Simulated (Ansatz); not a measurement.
Geometry optimisation, DFT PBE, scalar-relativistic, plane waves, PAW (Ansatz).

Input file:

```yaml
crystal:
  lattice:
    - [6.46, 0.0, 0.0]
    - [-4.845, 8.391786, 0.0]
    - [0.0, 0.0, 5.14539]
  atoms:
    - { symbol: Zr, position: [0.0, 0.0, 0.0] }
    - { symbol: Zr, position: [0.16666667, 0.22222223, 0.5] }
    - { symbol: Zr, position: [0.0, 0.33333334, 0.0] }
    - { symbol: Zr, position: [0.16666667, 0.55555557, 0.5] }
    - { symbol: Zr, position: [1.0e-08, 0.66666668, 0.0] }
    - { symbol: Zr, position: [0.16666668, 0.88888891, 0.5] }
    - { symbol: Zr, position: [0.5, 0.0, 0.0] }
    - { symbol: Zr, position: [0.66666667, 0.22222223, 0.5] }
    - { symbol: Zr, position: [0.5, 0.33333334, 0.0] }
    - { symbol: Zr, position: [0.66666667, 0.55555557, 0.5] }
    - { symbol: Zr, position: [0.50000001, 0.66666668, 0.0] }
    - { symbol: Zr, position: [0.66666668, 0.88888891, 0.5] }
    - { symbol: H, position: [0.83109723, 0.44375574, 1.24892005] }
basis:
  ecutwfc: 420.0
kpoints:
  mp_grid: { grid: [3, 2, 3] }
hamiltonian:
  xc: pbe
scf:
  occupations: { method: gaussian, width: 0.05 }
  lower_state_search: "off"
relax:
  f_tol: 0.03
  max_steps: 60
  adjacent_minimum: "off"
```

Run as:

```bash
$ ansatz run input.yaml --threads 4 --pin off --max-ram 10240MiB --backend cpu --events-out ev --progress --plain --runs-dir out
```

Where does it end, and by what steps?

The forces met the threshold. Limits of this set-up: coarse k mesh, odd electron count without spin, a small cell, in which the defect meets its images, a typed lattice constant that wasn't relaxed here. After 4 steps the energy has fallen by 0.048 eV; Zr9 moved furthest, 0.05 Å.

| step | energy less start (eV) | largest force component (eV/Å) | accepted |
| --- | --- | --- | --- |
| 0 | 0.0000 | 0.301 | yes |
| 1 | 0.1062 | 0.744 | no |
| 2 | -0.0435 | 0.095 | yes |
| 3 | -0.0462 | 0.073 | yes |
| 4 | -0.0479 | 0.016 | yes |

```xyz
13
Lattice="6.4600 0.0000 0.0000 -4.8450 8.3918 0.0000 0.0000 0.0000 5.1454" Properties=species:S:1:pos:R:3
Zr 0.000 0.014 -0.010
Zr -0.014 1.845 2.584
Zr -1.590 2.776 0.037
Zr -1.576 4.681 2.605
Zr -3.229 5.633 0.009
Zr -3.228 7.482 2.585
Zr 3.226 -0.022 -0.015
Zr 3.229 1.826 2.563
Zr 1.575 2.778 -0.031
Zr 1.589 4.682 2.536
Zr 0.012 5.613 -0.011
Zr 0.000 7.444 2.581
H 3.226 3.727 6.429
```

Whether the end is a true minimum wasn't checked by a vibrational analysis.

The run took 19 s on 4 threads of Intel(R) Xeon(R) CPU @ 2.60GHz (Ice Lake), with other jobs on the host, peak memory 0.94 GiB.
